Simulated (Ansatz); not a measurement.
# TiH₂ (singlet): RKS PBE0, RPA-PBE over a scan of the distance Ti1–H2, def2-SVP

How well do these functionals follow the top wave-function level for TiH₂ (singlet) over a scan of the distance Ti1–H2?

Program: Ansatz 0.2.0, Gaussian basis. Level of theory: def2-SVP, all electrons in the functionals, frozen cores in the correlation of double hybrids and RPA. These are calculated values, not measurements.

To be run: RKS PBE0, RPA-PBE, at 1.473 Å; 1.641 Å; 1.847 Å; 2.033 Å; 2.237 Å; 2.595 Å; 2.950 Å; 3.375 Å; 4.041 Å; 5.013 Å; 6.207 Å.

32 further runs of the same task are left out: 9 for a known fault of the program, 19 that didn't finish, 4 set aside as unsound or not needed.

## (1) The system

The geometry derives from a PBE0/def2-TZVP stationary point (not a proven minimum). One bond is set to the value named and the two fragments are kept rigid.

3 atoms, charge 0, spin multiplicity 1.

Atoms are counted from 1 here; the program's logs count them from 0.

Bond lengths: Ti1–H2 1.847 Å, Ti1–H3 1.847 Å. Angles: H2–Ti1–H3 180.0°.

No dispersion term is added.

The geometry shown and the zero of energy belong to the point 1.847 Å. The yardstick, FCI, and other wave-function levels (R restricted, U unrestricted, valence and pair active spaces) come from earlier runs.

## (2) RKS PBE0, 1.473 Å

Input file in.yaml:

```yaml
crystal:
  periodic: [false, false, false]
  atoms:
    - {symbol: Ti, position_ang: [0.000000, 0.000000, -0.124800]}
    - {symbol: H, position_ang: [0.000000, 0.000000, -1.597800]}
    - {symbol: H, position_ang: [0.000000, 0.000000, 1.722600]}
basis:
  gaussian: {orbitals: def2-SVP}
hamiltonian: {xc: {name: PBE0}}
```

On the command line:

```
$ ansatz run in.yaml --threads 1 --pin off --events-out ev --progress --plain --max-ram 2393MiB
```

After this run come: RKS PBE0, 1.641 Å; RKS PBE0, 1.847 Å; RKS PBE0, 2.033 Å; RKS PBE0, 2.237 Å; RKS PBE0, 2.595 Å; RKS PBE0, 2.950 Å; RKS PBE0, 3.375 Å; RKS PBE0, 4.041 Å; RKS PBE0, 5.013 Å; RKS PBE0, 6.207 Å; RPA-PBE, 1.473 Å; RPA-PBE, 1.641 Å; RPA-PBE, 1.847 Å; RPA-PBE, 2.033 Å; RPA-PBE, 2.237 Å; RPA-PBE, 2.595 Å; RPA-PBE, 2.950 Å; RPA-PBE, 3.375 Å; RPA-PBE, 4.041 Å; RPA-PBE, 5.013 Å; RPA-PBE, 6.207 Å.

Before running them: what should the planned runs give, taken together? Wanted: span of the FCI curve; largest miss, RKS PBE0.

As calculated:

```
              quantity                value
 span of the FCI curve             2.091 eV
largest miss, RKS PBE0  +2.266 eV (6.207 Å)
```

**Reading.** RKS PBE0 strays by up to 2.266 eV, at 6.207 Å. Functionals and the yardstick converge differently with the basis, so part of each miss in def2-SVP is the basis.
